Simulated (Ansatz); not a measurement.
# AlNi3: the cost of one run

Computed with Ansatz 0.2.0 (DFT PBE, scalar-relativistic, plane waves, PAW, unless a step's input says otherwise).

### 1 Starting point

The structure is cubic, space group Pm-3m (No. 221). The conventional cell has a = 3.523 Å, b = 3.523 Å, c = 3.523 Å, α = 90.00°, β = 90.00°, γ = 90.00°. Around Al (site symmetry m-3m) lie 12 Ni at 2.49 Å. Ni (site symmetry 4/mmm) is surrounded by 4 Al at 2.49 Å and 8 Ni at 2.49 Å.

As a file:

```xyz
4
Lattice="3.5231 0.0000 0.0000 0.0000 3.5231 0.0000 0.0000 0.0000 3.5231" Properties=species:S:1:pos:R:3 pbc="T T T"
Al    0.0000    0.0000    0.0000
Ni    0.0000    1.7615    1.7615
Ni    1.7615    0.0000    1.7615
Ni    1.7615    1.7615    0.0000
```

Starting moments: Ni 0.80 μB.

### 2 First run, at the start cell

Contents of input.yaml:

```yaml
crystal:
  lattice:
    - [3.5230547267, 0.0, 0.0]
    - [0.0, 3.5230547267, 0.0]
    - [0.0, 0.0, 3.5230547267]
  atoms:
    - { symbol: Al, position: [0.0, 0.0, 0.0] }
    - { symbol: Ni, position: [0.0, 0.5, 0.5], spin: 0.8 }
    - { symbol: Ni, position: [0.5, 0.0, 0.5], spin: 0.8 }
    - { symbol: Ni, position: [0.5, 0.5, 0.0], spin: 0.8 }
basis:
  ecutwfc: 420
  ecutrho_ratio: 4
kpoints:
  mp_grid: { grid: [12, 12, 12] }
hamiltonian:
  xc: pbe
scf:
  occupations: { method: gaussian, width: 0.05 }
output:
  forces: true
  stress: true
  eigenvalues: true
  populations: true
magnetization:
  spin_polarized: true
```

Run with:

```sh
ansatz run input.yaml --threads 2 --pin off --max-ram 5120MiB --backend cpu --events-out ev --progress --plain --runs-dir out
```

Q: Estimate wall time and peak memory on 2 threads of AMD EPYC (Zen 3), shared host.

About 27 s, with a peak of 0.53 GiB.
